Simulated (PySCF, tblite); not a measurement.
# C₇H₁₃Al: geometry, infrared bands, NMR shifts and electronic excitations

Wanted: the infrared bands, NMR shifts and electronic excitations of C₇H₁₃Al (`C=[C](C)[Al]1[CH2]CC[CH2]1`), by calculation.

The runs use tblite 0.8.0 and PySCF 2.14.0, with density-fitted response routines of our own; the level of theory stands in each step. All values are computed, except where a source is named. Atoms are numbered from 0 throughout.

## 1. The starting structure

21 atoms, charge 0, multiplicity 1; geometry from: force field or distance geometry start.

Bonds of the start (Å): C0–C1 1.34, C1–C2 1.49, C1–Al3 1.92, Al3–C4 2.01, C4–C5 1.52, C5–C6 1.48, C6–C7 1.53, C7–Al3 2.00, C0–H8 1.10, C0–H9 1.10, C2–H10 1.12, C2–H11 1.10, C2–H12 1.12, C4–H13 1.09, C4–H14 1.12, C5–H15 1.09, C5–H16 1.14, C6–H17 1.10, C6–H18 1.10, C7–H19 1.10, C7–H20 1.10.

## 2. Geometry optimisation with GFN2-xTB

What the job is given:

```
{"job": {"kind": "relax", "xc": "GFN2-xTB", "basis": "xTB"}, "charge": 0, "multiplicity": 1}
C     -2.671800    -0.031900     1.452200
C     -2.090100    -0.048800     0.244300
C     -2.895400    -0.102700    -1.002300
Al    -0.172200    -0.022500     0.116400
C      1.172200     1.428100     0.497700
C      2.325800     0.769100    -0.249400
C      2.400100    -0.666400     0.105900
C      1.181500    -1.366600    -0.495100
H     -1.993900     0.000800     2.314700
H     -3.764600    -0.042100     1.575600
H     -2.313700    -0.507300    -1.872500
H     -3.133000     0.946700    -1.239900
H     -3.830900    -0.698400    -0.854200
H      1.362700     1.567400     1.559400
H      0.882900     2.364200    -0.051300
H      2.247400     0.916400    -1.328400
H      3.313800     1.240200     0.061200
H      2.468900    -0.880500     1.182700
H      3.258500    -1.119300    -0.421600
H      1.249200    -1.401500    -1.593500
H      0.993600    -2.328000    -0.002500
```

Started as:

```
$ OMP_NUM_THREADS=1 python probes_run.py task.json out
```

The driver reads the jobs from task.json and runs them one after another.

**Question.** This job is followed by: GFN2-xTB harmonic vibrations, gas phase; PBE0-D3(BJ)/def2-SVP geometry optimisation, gas phase; GIAO PBE0/pcSseg-1 NMR shielding, non-relativistic, gas phase; TDDFT CAM-B3LYP/def2-SVPD, vertical, gas phase, core orbitals frozen in the response; GIAO B3LYP/pcSseg-1 NMR shielding, non-relativistic, gas phase. What will the session give for the following? strongest single infrared mode (GFN2-xTB); zero-point energy (GFN2-xTB); point group; rotational constants (main isotopes); 13C shifts against TMS (PBE0/pcSseg-1, means over atoms taken as alike); 1H shifts against TMS (PBE0/pcSseg-1, means over atoms taken as alike); 27Al shifts against AlH4- (PBE0/pcSseg-1); surface potential, 1st and 99th percentile; lowest singlet (CAM-B3LYP/def2-SVPD); brightest single state of those computed; lowest triplet; vertical ionisation energy (ΔSCF); range of the shift of Al3.

As calculated:

| quantity | value |
| --- | --- |
| strongest single infrared mode (GFN2-xTB) | 675 cm⁻¹, 128 km/mol |
| zero-point energy (GFN2-xTB) | 109.7 kcal/mol |
| point group | C1 |
| rotational constants (main isotopes) | 3.42, 0.97, 0.78 GHz |
| 13C shifts against TMS (PBE0/pcSseg-1, means over atoms taken as alike) | 163.0, 146.0, 30.0, 28.8, 7.9 ppm |
| 1H shifts against TMS (PBE0/pcSseg-1, means over atoms taken as alike) | 6.48, 6.04, 2.10, 1.62, 0.18 ppm |
| 27Al shifts against AlH4- (PBE0/pcSseg-1) | 230.1 ppm |
| surface potential, 1st and 99th percentile | -0.50 V and 1.98 V |
| lowest singlet (CAM-B3LYP/def2-SVPD) | 4.83 eV (257 nm), f = 0.000 |
| brightest single state of those computed | state 3, 6.03 eV, f = 0.190 |
| lowest triplet | 3.97 eV |
| vertical ionisation energy (ΔSCF) | 8.86 eV |
| range of the shift of Al3 | 230.1 to 236.5 ppm |

**Reading.** The optimisation took 175 steps and gained 0.634 eV; among the close pairs (by a distance rule), C1–Al3 changed most, from 1.922 to 1.985 Å (GFN2-xTB). All 57 modes are real, so the xTB geometry is a minimum. The strongest single mode, at 675 cm⁻¹, is spread over many atoms; the largest shares are those of Al3, C7. GFN2-xTB is a fitted tight-binding method: band positions and strengths are rough. Its intensities can rank the bands wrongly. Over 8 steps the energy fell by 0.161 eV; of the close pairs, C1–Al3 changed most, 2.024 to 1.958 Å (PBE0/def2-SVP). No frequency check was run at this level, so the end point may be a saddle. The most deshielded carbon is C1 (fully substituted alkene carbon), at 163.0 ppm: an sp2 carbon of a C=C bond. At PBE0/pcSseg-1: Shielding is most anisotropic at C1 (span 276 ppm, paramagnetic term -240 ppm). By nearest atom (PBE0/pcSseg-1), the HOMO sits on C4, C7 about 25 % each; Al3 16 % and the LUMO on Al3 41 %; C0 16 %. The first singlet state (HOMO→LUMO 0.94) lies at 4.83 eV and is dark; of the 10 states computed, the strongest absorption comes from state 3 at 6.03 eV. The lowest triplet lies 0.86 eV below the lowest singlet (triplets in Tamm-Dancoff, singlets in full TDDFT). The orbital energy would give 8.19 eV for ionisation, ΔSCF gives 8.86 eV. In ppm, Al3 moves most: its shift spreads over 6.4 ppm, from 230.1 (PBE0/pcSseg-1) to 236.5 (B3LYP/pcSseg-1).
